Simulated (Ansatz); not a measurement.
# CH9NO2Si2: a ladder of functionals and wavefunction methods

One table from this session's results is given with a row withheld; the runs are named, their logs left out.

Program: Ansatz 0.2.0, Gaussian basis. Level of theory: functionals in def2-TZVPP, the program's frozen cores in correlated methods. These are calculated values, not measurements.

Levels to be run: PBE-D4, r2SCAN-D4, PBE0-D4, B3LYP-D4, ωB97X-V, ωB97M-V, B2PLYP; CCSD(T)/def2-TZVPP; MP2/def2-QZVPP; extrapolation to the limit.

## The relaxed structure

All runs share one geometry, relaxed beforehand with PBE0-D4 in a triple-zeta def2 set.

SMILES `CO[SiH2]N[SiH2]O`, 15 atoms, charge 0, spin multiplicity 1.

Atoms are counted from 1 here; the program's logs count them from 0.

Bond lengths: C1–O2 1.412 Å, C1–H7 1.091 Å, C1–H8 1.096 Å, C1–H9 1.096 Å, O2–Si3 1.654 Å, Si3–N4 1.718 Å, Si3–H10 1.477 Å, Si3–H11 1.488 Å, N4–Si5 1.729 Å, N4–H12 1.009 Å, Si5–O6 1.640 Å, Si5–H13 1.490 Å, Si5–H14 1.483 Å, O6–H15 0.963 Å. Angles: O2–C1–H7 108.4°, O2–C1–H8 111.3°, O2–C1–H9 111.6°, H7–C1–H8 108.5°, H7–C1–H9 108.6°, H8–C1–H9 108.5°, C1–O2–Si3 121.6°, O2–Si3–N4 111.1°, O2–Si3–H10 103.3°, O2–Si3–H11 110.3°, N4–Si3–H10 112.4°, N4–Si3–H11 107.2°, H10–Si3–H11 112.6°, Si3–N4–Si5 123.7°, Si3–N4–H12 117.1°, Si5–N4–H12 118.0°, N4–Si5–O6 107.3°, N4–Si5–H13 108.0° and more.

Set-up of the first run:

Input file in.yaml:

```yaml
crystal:
  periodic: [false, false, false]
  atoms:
    - {symbol: C, position_ang: [-0.311675, -1.825296, -1.178164]}
    - {symbol: O, position_ang: [-1.127121, -0.810353, -0.632207]}
    - {symbol: Si, position_ang: [-0.781727, 0.792019, -0.852239]}
    - {symbol: N, position_ang: [0.648692, 1.238096, -0.011896]}
    - {symbol: Si, position_ang: [0.892065, 0.967708, 1.678805]}
    - {symbol: O, position_ang: [-0.332861, 0.011538, 2.202343]}
    - {symbol: H, position_ang: [-0.745192, -2.791844, -0.917150]}
    - {symbol: H, position_ang: [-0.261907, -1.750514, -2.270066]}
    - {symbol: H, position_ang: [0.708769, -1.780081, -0.780157]}
    - {symbol: H, position_ang: [-1.980867, 1.474143, -0.324463]}
    - {symbol: H, position_ang: [-0.550697, 1.075837, -2.294214]}
    - {symbol: H, position_ang: [1.448905, 1.495075, -0.570118]}
    - {symbol: H, position_ang: [2.240453, 0.359298, 1.858257]}
    - {symbol: H, position_ang: [0.814671, 2.198000, 2.502626]}
    - {symbol: H, position_ang: [-0.661530, -0.653637, 1.588642]}
basis:
  gaussian: {orbitals: def2-TZVPP}
hamiltonian: {xc: pbe, dispersion: d4}
output: {forces: true, orbitals: {seedname: orbitals}}
```

The run is started by

```sh
$ ansatz run in.yaml --threads 2 --pin off --events-out ev --progress --plain --max-ram 32768MiB --backend cuda --devices 0, --max-vram 18GiB
```

Among the steps run: PBE-D4 (GGA); r2SCAN-D4 (meta-GGA); PBE0-D4 (hybrid); B3LYP-D4 (hybrid); ωB97X-V (range-separated); ωB97M-V (range-separated); B2PLYP (double hybrid); CCSD(T) in def2-TZVPP; MP2 in def2-QZVPP.

One table of the session follows, with a row left open; its other results are not shown here.

```
            method  atomisation energy (eV)
            PBE-D4                   57.090
         r2SCAN-D4                   56.649
           PBE0-D4                   56.206
          B3LYP-D4                   56.747
           ωB97X-V                   57.041
           ωB97M-V                   56.983
            B2PLYP                   56.117
     HF/def2-TZVPP                   40.993
    MP2/def2-TZVPP                        ?
   CCSD/def2-TZVPP                   54.552
CCSD(T)/def2-TZVPP                   55.292
           MP2/CBS                   57.746
       CCSD(T)/CBS                   56.970
```

**Question.** Estimate the row for MP2/def2-TZVPP.

As computed: atomisation energy (eV): 56.068. In the column «atomisation energy (eV)» it lies between CCSD(T)/def2-TZVPP (55.292) and B2PLYP (56.117).
